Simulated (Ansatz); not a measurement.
# Ta (Ta (110), 5 layers): how the settings move a relaxation

Question: which choices in the input matter for Ta (Ta (110), 5 layers)?

Method: reference: DFT, LDA, PAW with Ansatz's default frozen-core files, scalar-relativistic, in Ansatz 0.2.0.

## Step 1: Starting point

The structure is orthorhombic, space group Cmmm (No. 65). Conventional cell: a = 3.253 Å, b = 4.601 Å, c = 25.201 Å, α = 90.00°, β = 90.00°, γ = 90.00°. Ta (site symmetry mm2) is surrounded by 6 Ta at 2.82 Å. Ta (site symmetry mm2) is surrounded by 8 Ta at 2.82 Å. Ta (site symmetry mmm) is surrounded by 8 Ta at 2.82 Å.

Coordinates:

```cif
data_structure
_symmetry_space_group_name_H-M 'P 1'
_symmetry_Int_Tables_number 1
_cell_length_a 2.8174
_cell_length_b 2.8174
_cell_length_c 25.2015
_cell_angle_alpha 90.000
_cell_angle_beta 90.000
_cell_angle_gamma 109.471
_cell_volume 188.60
loop_
_atom_site_label
_atom_site_type_symbol
_atom_site_fract_x
_atom_site_fract_y
_atom_site_fract_z
_atom_site_occupancy
Ta1 Ta 0.00000 0.00000 0.31744 1
Ta2 Ta 0.50000 0.50000 0.40872 1
Ta3 Ta 0.00000 0.00000 0.50000 1
Ta4 Ta 0.50000 0.50000 0.59128 1
Ta5 Ta 0.00000 0.00000 0.68256 1
```

## Step 2: Reference

input.yaml

```yaml
crystal:
  lattice:
    - [2.8173712975, 0.0, 0.0]
    - [-0.9391237658, 2.6562431328, 0.0]
    - [0.0, 0.0, 25.2015]
  atoms:
    - { symbol: Ta, position: [0.0, 0.0, 0.3174414992] }
    - { symbol: Ta, position: [0.5, 0.5, 0.4087207493] }
    - { symbol: Ta, position: [0.0, 0.0, 0.5] }
    - { symbol: Ta, position: [0.5, 0.5, 0.5912792507] }
    - { symbol: Ta, position: [0.0, 0.0, 0.6825585008] }
kpoints:
  mp_grid: { grid: [15, 15, 1] }
scf:
  occupations: { method: fermi_dirac, width: 0.08 }
hamiltonian:
  xc: lda
  pseudopotentials: { kind: paw }
output:
  forces: true
  stress: true
  eigenvalues: true
relax:
  f_tol: 0.01
  max_steps: 40
efield:
  axis: 3
  amplitude: 0
  dipole_correction: true
```

Started as:

```
ansatz run input.yaml --threads 2 --pin off --max-ram 4096MiB --backend cpu --events-out ev --progress --plain --runs-dir out
```

## Step 3: Changed: chi_scale 0.3

Edit input.yaml of step 2 so:

```diff
@@ -15,2 +15,3 @@
   occupations: { method: fermi_dirac, width: 0.08 }
+  initial_density: { chi_scale: 0.3 }
 hamiltonian:
```

**Question.** What will these runs give? Wanted: for each run, ending; energy change; gap; force.

The runs gave:

```csv
run,ending,energy change,gap (eV),force (eV/Å),cycles,time
reference,converged,0,0.00,0.00,34,54 s
1: chi_scale 0.3,converged,0.0 meV/atom,0.00,0.00,36,52 s
```

What this shows: With the changed start the energy agrees within 0.5 meV/atom. Cost: 36 SCF cycles against 34.
